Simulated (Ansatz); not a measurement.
Write a Python script for Ansatz's Python interface that makes a band structure of SnTe, space group F-43m. Use: PBEsol, PAW, the default cutoff (420 eV here), 6×6×6 k-points, Fermi-Dirac smearing of 0.05 eV.

Contents of `snte.xyz`:
```text
2
Lattice="0.0 3.611146 3.611146 3.611146 0.0 3.611146 3.611146 3.611146 0.0" Properties=species:S:1:pos:R:3 pbc="T T T"
Sn    0.00000000    0.00000000    0.00000000
Te    5.41671900    5.41671900    5.41671900
```

Script `snte.py`:
```python
"""Band structure of SnTe."""

import warnings

import ansatz as az
import numpy as np

FUNCTIONAL = "pbesol"
FILLING = "fermi_dirac"
SMEARING_WIDTH = 0.05
EXTRA_BANDS = 8


def main() -> None:
    warnings.simplefilter("ignore", az.DeckWarning)

    crystal = az.Crystal.from_extxyz("snte.xyz")

    # vertices of the path, as fractions of the reciprocal vectors
    path = [
        ("K", (-0.375, 0.0, 0.375)),
        ("G", (0.0, 0.0, 0.0)),
        ("L", (0.0, 0.0, 0.5)),
        ("W", (-0.5, -0.25, 0.25)),
        ("X", (-0.5, -0.5, 0.0)),
    ]
    calculation = (
        crystal.calculation()
        .functional(FUNCTIONAL)
        .kpoints(6, center="gamma")
        .occupations(FILLING, width=SMEARING_WIDTH)
        .band_structure([point for _, point in path], intervals=10)
        .scf(extra_bands=EXTRA_BANDS)
    )
    out = calculation.run()
    rep = out.report

    print("%-22s %14.5f eV" % ("F = E - TS", rep["free_energy_ev"]))
    print("%-22s %14.5f eV" % ("E", rep["internal_energy_ev"]))
    print("%-22s %14.5f eV" % ("Harris-Foulkes", rep["harris_foulkes_ev"]))
    print("%-22s %14.5f eV" % ("Fermi level", rep["fermi_energy_ev"]))

    used = rep["setup"]
    print("cutoffs (eV):", used["ecut_ev"], used["ecutrho_ev"], " FFT grid:", used["fft_dense"])
    print("cell volume {:.3f} A^3, {} symmetry operations".format(used["cell_volume_ang3"], used["n_sym_ops"]))

    bands = out.band_structure()
    fermi = bands.fermi_energy_ev
    print(f"zero of the bands: {fermi:.3f} eV, the Fermi level found on the SCF mesh")
    for spin, channel in enumerate(bands.channels):
        print("channel", spin, "- computed levels within 6 eV of the Fermi level")
        for i, (label, _) in enumerate(path):
            levels = channel.eigenvalues_ev[i * 10] - fermi
            print(f"  {label:3s}", " ".join(f"{e:7.3f}" for e in levels if abs(e) < 6))


if __name__ == "__main__":
    main()
```

```console
$ python snte.py
F = E - TS               -12851.11201 eV
E                        -12851.11000 eV
Harris-Foulkes           -12851.11201 eV
Fermi level                   4.83485 eV
cutoffs (eV): 420.0 1680.0  FFT grid: [36, 36, 36]
cell volume 94.181 A^3, 24 symmetry operations
zero of the bands: 4.835 eV, the Fermi level found on the SCF mesh
channel 0 - computed levels within 6 eV of the Fermi level
  K    -3.502  -2.915  -0.498   1.135   3.055   3.182   4.713
  G    -5.203  -1.910  -1.910  -1.910   1.012   1.012   1.012   3.999
  L    -2.444  -2.444  -2.051   1.811   1.811   3.387   5.566
  W    -3.372  -3.283   0.045   1.330   2.217   3.107   5.258
  X    -3.105  -3.105  -0.677   0.082   3.887   3.887   5.355
```

Notes:
- Total energies depend on the potentials; only differences at equal settings carry meaning. A total without «per atom» is that of the cell as typed.
- The zero of the levels is a convention of the potentials, so an absolute Fermi energy is no work function.
- The gap on the mesh is very small: a semilocal functional closes or nearly closes the gap of many narrow semiconductors.
- In a crystal with a gap the Fermi level's place inside it depends on smearing and mesh.
- The structure comes from a database of computed cells and needn't be a stable or known phase.
- Gaps and levels are Kohn-Sham values on a finite set of k-points, without spin-orbit coupling.
- Finished in 6.6 s on 1 thread of Intel(R) Xeon(R) Processor @ 2.30GHz, on a shared host, peak memory 0.54 GiB.
